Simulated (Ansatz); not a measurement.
# Si2W: the cost of one run

Method: DFT, levels as named, plane waves, PAW, in Ansatz 0.2.0.

### 1 Starting point

It takes space group I4/mmm (No. 139, tetragonal). Conventional cell: a = 3.214 Å, b = 3.214 Å, c = 7.830 Å, α = 90.00°, β = 90.00°, γ = 90.00°. Around Si (site symmetry 4mm) lie 5 Si at 2.59 to 2.63 Å and 5 W at 2.62 Å. W (site symmetry 4/mmm) is surrounded by 10 Si at 2.62 Å.

Coordinates:

```cif
data_structure
_symmetry_space_group_name_H-M 'I4/mmm'
_symmetry_Int_Tables_number 139
_cell_length_a 3.2138
_cell_length_b 3.2138
_cell_length_c 7.8299
_cell_angle_alpha 90.000
_cell_angle_beta 90.000
_cell_angle_gamma 90.000
_cell_volume 80.87
loop_
_atom_site_label
_atom_site_type_symbol
_atom_site_symmetry_multiplicity
_atom_site_Wyckoff_symbol
_atom_site_fract_x
_atom_site_fract_y
_atom_site_fract_z
_atom_site_occupancy
Si1 Si 4 e 0.00000 0.00000 0.33470 1
W1 W 2 a 0.00000 0.00000 0.00000 1
```

### 2 PBE: cell and atoms

input.yaml

```yaml
crystal:
  lattice:
    - [-1.6069, 1.6069, 3.91495]
    - [1.6069, -1.6069, 3.91495]
    - [1.6069, 1.6069, -3.91495]
  atoms:
    - { symbol: Si, position: [0.3347, 0.3347, 0.0] }
    - { symbol: Si, position: [0.6653, 0.6653, 0.0] }
    - { symbol: W, position: [0.0, 0.0, 0.0] }
  symmetry: { tolerance: 0.0003 }
hamiltonian:
  xc: pbe
  pseudopotentials: { kind: paw, azcp: { folder: soft_1 } }
basis:
  ecutwfc: 420
magnetization:
  spin_polarized: false
scf:
  occupations: { method: fermi_dirac, width: 0.1 }
kpoints:
  mp_grid: { grid: [10, 10, 10], shift: [0, 0, 0] }
output:
  forces: true
  stress: true
  eigenvalues: true
relax:
  max_steps: 60
  cell: {}
```

On the command line:

```sh
$ ansatz run input.yaml --threads 2 --pin off --max-ram 5632MiB --backend cpu --events-out ev --progress --plain --runs-dir out
```

Q: Estimate wall time and peak memory on 2 threads of Intel Xeon Platinum 8488C (Sapphire Rapids), shared host.

About 7.8 s, with a peak of 0.4 GiB.
